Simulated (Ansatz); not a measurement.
Working through an atomisation energy of H6OSi2, SMILES O[SiH2][SiH3]

Computed with Ansatz's Python interface.

The script reads `h6osi2.xyz`:
```text
9

O    -1.63420    0.88420   -0.65830
Si   -0.05340    0.87320   -0.36360
Si    0.52800   -1.05020    0.75510
H    -1.88550    0.66560   -1.56260
H     0.63710    0.92410   -1.69610
H     0.32300    2.09930    0.41420
H     2.06100   -1.08950    0.98340
H     0.21410   -2.23640   -0.02920
H    -0.10150   -1.11670    2.14000
```

Notebook, run cell by cell (the value of a cell's last expression is shown):

```python
from collections import Counter

import ansatz as az
```

```python
BASIS_SET = 'def2-TZVPP'
FUNCTIONAL = 'r2SCAN'
DISPERSION = 'd4'
```

```python
def total_energy(molecule, charge=0, unpaired=0):
    calc = molecule.calculation().basis(gaussian=BASIS_SET).functional(FUNCTIONAL, dispersion=DISPERSION)
    if charge:
        calc = calc.charge(charge)
    if unpaired:
        calc = calc.spin('collinear', total=unpaired)
    report = calc.run(threads=1, backend='cpu').report
    if report['published_state_doubts']:
        print('  doubts:', report['published_state_doubts'])
    return report['free_energy_ev']
```

```python
molecule = az.Crystal.molecule_from_extxyz('h6osi2.xyz')
```

```python
# unpaired electrons of the ground-state atoms
unpaired = {'O': 2, 'Si': 2, 'H': 1}
counts = Counter(site.symbol for site in molecule.cartesian_sites)
atom_energy = {s: total_energy(az.Crystal.molecule().atom(s, (0, 0, 0)), 0, unpaired[s]) for s in counts}
whole = total_energy(molecule, 0, 0)
for s, e in atom_energy.items():
    print(f'{s:2s} x{counts[s]}  {e:14.5f} eV')
print(f'H6OSi2: {whole:.5f} eV')
split = sum(counts[s] * e for s, e in atom_energy.items()) - whole
print(f'atomisation energy (no zero-point term): {96.485332 * split:.1f} kJ/mol, {split / sum(counts.values()):.3f} eV an atom')
```

    O  x1     -2042.44896 eV
    Si x2     -7873.37701 eV
    H  x6       -13.60370 eV
    H6OSi2: -17899.70327 eV
    atomisation energy (no zero-point term): 2786.3 kJ/mol, 3.209 eV an atom

2786.3 kJ/mol from the electronic energies, without the zero-point term.

Total energies depend on the basis set; only differences at equal settings carry meaning. The geometry is a force-field or estimated start, not a minimum of this method, and the basis set is short of its limit. All parts are taken at fixed geometry, without zero-point energy. Run time: 13 s on 1 thread of Arm Neoverse V1, on a shared host, peak memory 0.29 GiB.
